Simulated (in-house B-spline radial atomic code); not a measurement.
# Mo⁵⁺: binding energies from hole states

Aim: the cost of two holes at once in Mo⁵⁺, against the sum of the two single holes.

Program: in-house B-spline radial atomic code version 1. Level of theory: Dirac-Hartree-Fock, average of configuration, Fermi nucleus, basis-set limit. These are calculated values, not measurements, unless marked.

### Step 1. The atom as given

- element: molybdenum (Z = 42)
- charge: +5
- electrons: 37
- configuration: [Kr] 4d1
- Hamiltonian: Dirac-Coulomb
- nucleus: Fermi, rms radius 4.409 fm

Outer shells as boxes (Hund's rule):

[Kr] 4d1
```
[Kr] core
4d [↑ ][  ][  ][  ][  ]
```

The boxes draw the filling by Hund's rule, which heavy ions in jj coupling don't follow; these runs average over all states of the configuration.

The run's settings:

```ini
Z = 42
electrons = 37.0
configuration = [Kr] 4d1
hamiltonian = dirac
method = hf
spin_polarised = False
nucleus = fermi
rms_radius = 4.4091
mass_number = 98
atomic_mass = 97.905403609
speed_of_light = 137.035999084
```

This reference run was done before. Its total energy is -4042.176371 hartree, and its levels are (the highest eight at most):

```csv
orbital,occupation,energy (eV),<r> (bohr)
3p3/2,4,-483.98,0.4309
3d3/2,4,-318.71,0.4116
3d5/2,6,-315.28,0.4150
4s1/2,2,-142.90,1.083
4p1/2,2,-111.73,1.163
4p3/2,4,-108.85,1.186
4d3/2,0.4,-68.156,1.447
4d5/2,0.6,-67.837,1.455
```

Single holes known from earlier runs (ΔSCF): 1s 20134.2 eV, 2s 2958.71 eV, 2p3/2 2606.27 eV, 3s 588.59 eV, 3p1/2 494.41 eV, 3d3/2 310.12 eV, 3d5/2 306.80 eV, 4s 141.84 eV.

### Step 2. The 3s and 3p1/2 holes

In configurations, a minus sign after the shell means j = l − 1/2 and a plus sign j = l + 1/2; the count of electrons follows.

The run's settings:

```ini
Z = 42
electrons = 35.0
configuration = 1s2 2s2 2p6 3s1 3p-1 3p+4 3d10 4s2 4p6 4d1
hamiltonian = dirac
method = hf
spin_polarised = False
nucleus = fermi
rms_radius = 4.4091
mass_number = 98
atomic_mass = 97.905403609
speed_of_light = 137.035999084
```

### Step 3. The 2p3/2 and 4s holes

The settings differ from step 2 so:

```diff
@@ -2,3 +2,3 @@
 electrons = 35.0
-configuration = 1s2 2s2 2p6 3s1 3p-1 3p+4 3d10 4s2 4p6 4d1
+configuration = 1s2 2s2 2p-2 2p+3 3s2 3p6 3d10 4s1 4p6 4d1
 hamiltonian = dirac
```

### Step 4. The 3p1/2 and 3d3/2 holes

The settings differ from step 3 so:

```diff
@@ -2,3 +2,3 @@
 electrons = 35.0
-configuration = 1s2 2s2 2p-2 2p+3 3s2 3p6 3d10 4s1 4p6 4d1
+configuration = 1s2 2s2 2p6 3s2 3p-1 3p+4 3d-3 3d+6 4s2 4p6 4d1
 hamiltonian = dirac
```

### Step 5. The 2s and 2p3/2 holes

The settings differ from step 4 so:

```diff
@@ -2,3 +2,3 @@
 electrons = 35.0
-configuration = 1s2 2s2 2p6 3s2 3p-1 3p+4 3d-3 3d+6 4s2 4p6 4d1
+configuration = 1s2 2s1 2p-2 2p+3 3s2 3p6 3d10 4s2 4p6 4d1
 hamiltonian = dirac
```

### Step 6. The 3p1/2 and 3d5/2 holes

The settings differ from step 5 so:

```diff
@@ -2,3 +2,3 @@
 electrons = 35.0
-configuration = 1s2 2s1 2p-2 2p+3 3s2 3p6 3d10 4s2 4p6 4d1
+configuration = 1s2 2s2 2p6 3s2 3p-1 3p+4 3d-4 3d+5 4s2 4p6 4d1
 hamiltonian = dirac
```

### Step 7. The 1s and 1s holes

The settings differ from step 6 so:

```diff
@@ -2,3 +2,3 @@
 electrons = 35.0
-configuration = 1s2 2s2 2p6 3s2 3p-1 3p+4 3d-4 3d+5 4s2 4p6 4d1
+configuration = 2s2 2p6 3s2 3p6 3d10 4s2 4p6 4d1
 hamiltonian = dirac
```

Q: What does each hole state cost in eV, and how does that compare with the orbital energies or single holes?

As calculated:

| two holes | ΔSCF (eV) | less the two single holes (eV) |
| --- | --- | --- |
| 3s and 3p1/2 | 1119.67 | 36.66 |
| 2p3/2 and 4s | 2773.07 | 24.96 |
| 3p1/2 and 3d3/2 | 842.29 | 37.76 |
| 2s and 2p3/2 | 5665.89 | 100.92 |
| 3p1/2 and 3d5/2 | 842.97 | 41.76 |
| 1s and 1s | 40894.4 | 626.02 |

Two holes cost more than the sum of each, because the second electron leaves a more charged ion. The excess runs from 25.0 eV (2p3/2 and 4s) to 626.0 eV (1s and 1s); it tends to be largest where both holes are compact. Two partly filled shells share a symmetry and can mix in the average, which may lower the energy, in these hole states: 3p1/2 and 3d3/2; 3p1/2 and 3d5/2; 3d3/2; 3d5/2. Values are for the free ion, measured from the vacuum level.
